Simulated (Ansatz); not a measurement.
# C3H7GeN: a ladder of functionals and wavefunction methods

How much do the methods differ for C3H7GeN? The plan is to run it at one geometry with functionals of several rungs and with coupled cluster, and see how far each lands from CCSD(T) at the basis-set limit for the atomisation energy.

The runs use Ansatz 0.2.0, Gaussian basis; functionals in def2-TZVPP, the program's frozen cores in correlated methods.

Plan: PBE-D4, r2SCAN-D4, PBE0-D4, B3LYP-D4, ωB97X-V, ωB97M-V, B2PLYP; CCSD(T)/def2-TZVPP; MP2/def2-QZVPP; extrapolation to the limit.

### 1 The geometry

An earlier PBE0-D4 in a triple-zeta def2 set relaxation fixed the geometry.

SMILES `C=N[C](=C)[GeH3]`, 12 atoms, charge 0, spin multiplicity 1.

Atoms are counted from 1 here; the program's logs count them from 0.

Bond lengths: C1–N2 1.264 Å, C1–H6 1.088 Å, C1–H7 1.098 Å, N2–C3 1.401 Å, C3–C4 1.335 Å, C3–Ge5 1.969 Å, C4–H8 1.083 Å, C4–H9 1.086 Å, Ge5–H10 1.535 Å, Ge5–H11 1.539 Å, Ge5–H12 1.539 Å. Angles: N2–C1–H6 119.0°, N2–C1–H7 124.0°, H6–C1–H7 117.0°, C1–N2–C3 119.9°, N2–C3–C4 117.3°, N2–C3–Ge5 123.6°, C4–C3–Ge5 119.0°, C3–C4–H8 121.9°, C3–C4–H9 119.9°, H8–C4–H9 118.2°, C3–Ge5–H10 107.0°, C3–Ge5–H11 111.5°, C3–Ge5–H12 111.5°, H10–Ge5–H11 109.5°, H10–Ge5–H12 109.4°, H11–Ge5–H12 107.9°.

### 2 PBE-D4 (GGA)

in.yaml

```yaml
crystal:
  periodic: [false, false, false]
  atoms:
    - {symbol: C, position_ang: [-0.521985, 1.970177, -0.045480]}
    - {symbol: N, position_ang: [-1.086501, 0.934911, 0.410399]}
    - {symbol: C, position_ang: [-0.460337, -0.312690, 0.292113]}
    - {symbol: C, position_ang: [-1.100580, -1.370206, 0.795045]}
    - {symbol: Ge, position_ang: [1.291256, -0.576444, -0.566745]}
    - {symbol: H, position_ang: [-1.022523, 2.931071, 0.055129]}
    - {symbol: H, position_ang: [0.455651, 1.967433, -0.544579]}
    - {symbol: H, position_ang: [-0.684070, -2.368583, 0.744290]}
    - {symbol: H, position_ang: [-2.067222, -1.240330, 1.271841]}
    - {symbol: H, position_ang: [1.608455, -2.075964, -0.487325]}
    - {symbol: H, position_ang: [1.268635, -0.134229, -2.040868]}
    - {symbol: H, position_ang: [2.396323, 0.219852, 0.150279]}
basis:
  gaussian: {orbitals: def2-TZVPP}
hamiltonian: {xc: pbe, dispersion: d4}
output: {forces: true, orbitals: {seedname: orbitals}}
```

Command:

```bash
$ ansatz run in.yaml --threads 4 --pin off --events-out ev --progress --plain --max-ram 10444MiB
```

Further steps of the session: r2SCAN-D4 (meta-GGA); PBE0-D4 (hybrid); B3LYP-D4 (hybrid); ωB97X-V (range-separated); ωB97M-V (range-separated); B2PLYP (double hybrid); CCSD(T) in def2-TZVPP; MP2 in def2-QZVPP.

Q: Predict the results of all the runs planned. Wanted: atomisation energy, CCSD(T)/CBS; farthest; mean size of error, hybrid; mean size of error, range-separated; gap, smallest and largest; T1 diagnostic; triples share of the correlation energy.

As calculated:

| quantity | value |
| --- | --- |
| atomisation energy, CCSD(T)/CBS | 4439.6 kJ/mol |
| functionals within 44.4 kJ/mol (1.0 %) | r2SCAN-D4, PBE0-D4, B3LYP-D4, ωB97X-V, ωB97M-V, B2PLYP |
| farthest | PBE-D4 (+113.6 kJ/mol) |
| mean size of error, hybrid | 14.8 kJ/mol |
| mean size of error, range-separated | 5.5 kJ/mol |
| gap, smallest and largest | 3.53 eV (PBE-D4), 10.51 eV (ωB97X-V) |
| T1 diagnostic | 0.0126 |
| triples share of the correlation energy | 4.4 % |

**Reading.** PBE-D4 misses by +113.6 kJ/mol. Double hybrids carry the basis error of their MP2 part in triple zeta, and no dispersion term here, so their miss is partly the set-up's. The reference freezes the cores and leaves out relativity and excitations past (T), and its outer-core shells are covered unevenly, so misses under about 44.4 kJ/mol can't be ranked. Hartree-Fock recovers 71 % of the binding; the rest is correlation. Orbital gaps span 3.5 to 10.5 eV; exact exchange widens them. The restricted reference is unstable towards a spin-broken one. Correlated methods include outer-core shells of Ge, which these sets cover unevenly.
